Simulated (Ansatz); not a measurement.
Run this with Ansatz 0.2.0 through its Python package and show what comes out.

`cr3as_ecut.py`:
```python
import warnings

import ansatz as az
from pymatgen.core import Lattice, Structure
from pymatgen.io.ase import AseAtomsAdaptor

config = {
    "mesh": (9, 9, 9),
    "filling": "Fermi-Dirac",
    "scf_tol": 1e-05,
}


def main() -> None:
    warnings.simplefilter("ignore", az.DeckWarning)

    pmg_structure = Structure(
        Lattice([(0.0, 2.88728, 2.88728), (2.88728, 0.0, 2.88728), (2.88728, 2.88728, 0.0)]),
        ["Cr", "Cr", "Cr", "As"],
        [
            (0.25, 0.25, 0.25),
            (0.75, 0.75, 0.75),
            (0.5, 0.5, 0.5),
            (0.0, 0.0, 0.0),
        ],
    )
    xtal = az.Crystal.from_ase(AseAtomsAdaptor.get_atoms(pmg_structure)).moments(Cr=2.1)

    base = xtal.calculation()
    base = base.functional(az.Functional.LDA)
    base = base.kpoints(mesh=config["mesh"], shift=0.5)
    base = base.occupations(config["filling"])
    base = base.spin("collinear").scf(tolerance=config["scf_tol"])
    base = base.stress()

    rows = []
    for value in [250, 325, 400, 475]:
        summary = base.basis(value).run(threads=1, backend="cpu").report
        rows.append((value, summary["free_energy_ev"] / len(summary["lattice"]["sites"]), summary["n_iterations"], sum(summary["stress_gpa"][i][i] for i in range(3)) / 3, summary["magnetization_mub"], summary["n_pw"]))

    print(" cutoff (eV)   F/atom (eV)    iterations       P (GPa)  moment (muB)   plane waves")
    for row in rows:
        print(f"{str(row[0]):>12s}  {row[1]:12.5f}  {row[2]:12d}  {row[3]:12.3f}  {row[4]:12.3f}  {row[5]:12d}")

    for row in rows[:-1]:
        shift = 1000 * (row[1] - rows[-1][1])
        print(f"{row[0]}: {shift:+.2f} meV/atom" + ("  (within 1 meV)" if abs(shift) < 1 else ""))


if __name__ == "__main__":
    main()
```

Running `python cr3as_ecut.py` prints:
```text
RunWarning: the starting moments were not kept: 2 of 3 ended reversed and 1 kept their direction, counting a site from 0.1 of the cell's largest site moment. The largest reversed, site 0 (counted [...]
 cutoff (eV)   F/atom (eV)    iterations       P (GPa)  moment (muB)   plane waves
         250   -3684.15530            13       -16.404        -0.081           411
         325   -3685.55552            14       -13.092         0.078           645
         400   -3685.62777            14       -13.144         0.053           893
         475   -3685.62968            14       -13.127         0.053          1139
250: +1474.38 meV/atom
325: +74.16 meV/atom
400: +1.91 meV/atom
```
(Warnings from the package without file and line, shortened, repeats left out.)

The SCF didn't keep the moments it started from (some shrank, vanished or turned); what is printed is the state reached. For a metal this k-point mesh is coarse: on a finer one energies can move by several to tens of meV an atom and pressures by half a GPa or more, differences at one mesh by less. The overall sign of a collinear moment is arbitrary, and semilocal functionals can give small moments to compounds that are paramagnetic. The program warned that this SCF threshold is loose for forces or stresses. The mesh has less symmetry than the crystal, which the program warned of. Pressure is positive in compression. This cell is a computed structure, which may not be the phase found in nature. Shifts are counted from the last row, which is itself no proven limit. The script silences the warnings on its input, which a real study should read. Timing: 100 s on 1 thread of Arm Neoverse V2, on a shared host, peak memory 0.7 GiB.
